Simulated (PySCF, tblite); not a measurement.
**C3H4B2Cl2S: geometry, infrared bands and NMR shifts**

Wanted: the infrared bands and NMR shifts of C3H4B2Cl2S (`C#CB(SC)B(Cl)Cl`), by calculation.

The runs use tblite 0.8.0 and PySCF 2.14.0, with density-fitted response routines of our own; the level of theory stands in each step. All values are computed, except where a source is named. Atoms are numbered from 0 throughout.

**1. The starting structure**

12 atoms, charge 0, multiplicity 1; geometry from: force field or distance geometry start.

Bonds of the start (Å): C0–C1 1.20, C1–B2 1.55, B2–S3 1.87, S3–C4 1.81, B2–B5 1.67, B5–Cl6 1.84, B5–Cl7 1.83, C0–H8 1.06, C4–H9 1.11, C4–H10 1.12, C4–H11 1.10.

**2. Geometry optimisation with GFN2-xTB**

What the job is given:

```
{"job": {"kind": "relax", "xc": "GFN2-xTB", "basis": "xTB"}, "charge": 0, "multiplicity": 1}
C     -0.836900     2.709300    -0.416200
C     -0.781000     1.547800    -0.140200
B     -0.677300     0.051000     0.235200
S      0.433900    -0.480000     1.642800
C      1.889600    -0.736600     0.595100
B     -1.581800    -1.068100    -0.616400
Cl    -1.462000    -2.855800    -0.194000
Cl    -2.663600    -0.530600    -1.996900
H     -0.901400     3.735300    -0.664600
H      2.166100     0.216700     0.094900
H      1.678000    -1.513800    -0.178800
H      2.737500    -1.075800     1.216200
```

Run with:

```
$ OMP_NUM_THREADS=1 python probes_run.py task.json out
```

The driver reads the jobs from task.json and runs them one after another.

**Question.** This job is followed by: GFN2-xTB harmonic vibrations, gas phase; GIAO PBE0/pcSseg-1 NMR shielding, non-relativistic, gas phase. What will the session give for the following? strongest single infrared mode (GFN2-xTB); zero-point energy (GFN2-xTB); 13C shifts against TMS (PBE0/pcSseg-1); 1H shifts against TMS (PBE0/pcSseg-1, means over atoms taken as alike); 11B shifts against BF3·OEt2 (PBE0/pcSseg-1); 33S shifts against CS2 (PBE0/pcSseg-1); 35Cl shifts against HCl (PBE0/pcSseg-1, means over atoms taken as alike); surface potential, 1st and 99th percentile.

As calculated:

| quantity | value |
| --- | --- |
| strongest single infrared mode (GFN2-xTB) | 670 cm⁻¹, 85 km/mol |
| zero-point energy (GFN2-xTB) | 41.7 kcal/mol |
| 13C shifts against TMS (PBE0/pcSseg-1) | 132.2, 91.7, 19.5 ppm |
| 1H shifts against TMS (PBE0/pcSseg-1, means over atoms taken as alike) | 4.50, 2.39 ppm |
| 11B shifts against BF3·OEt2 (PBE0/pcSseg-1) | 68.9, 59.0 ppm |
| 33S shifts against CS2 (PBE0/pcSseg-1) | 150 ppm |
| 35Cl shifts against HCl (PBE0/pcSseg-1, means over atoms taken as alike) | 342 ppm |
| surface potential, 1st and 99th percentile | -0.68 V and 1.49 V |

Relaxing lowered the energy by 1.185 eV in 172 steps; the close pair that moved most is B5–Cl6, from 1.841 to 1.733 Å. All 30 modes are real, so the xTB geometry is a minimum. The strongest single mode, at 670 cm⁻¹, moves mainly B5. GFN2-xTB is a fitted tight-binding method: band positions and strengths are rough. Its intensities can rank the bands wrongly. By nearest atom (PBE0/pcSseg-1), the HOMO sits on S3 58 %; C0 15 % and the LUMO on B2 42 %; C0 18 %.
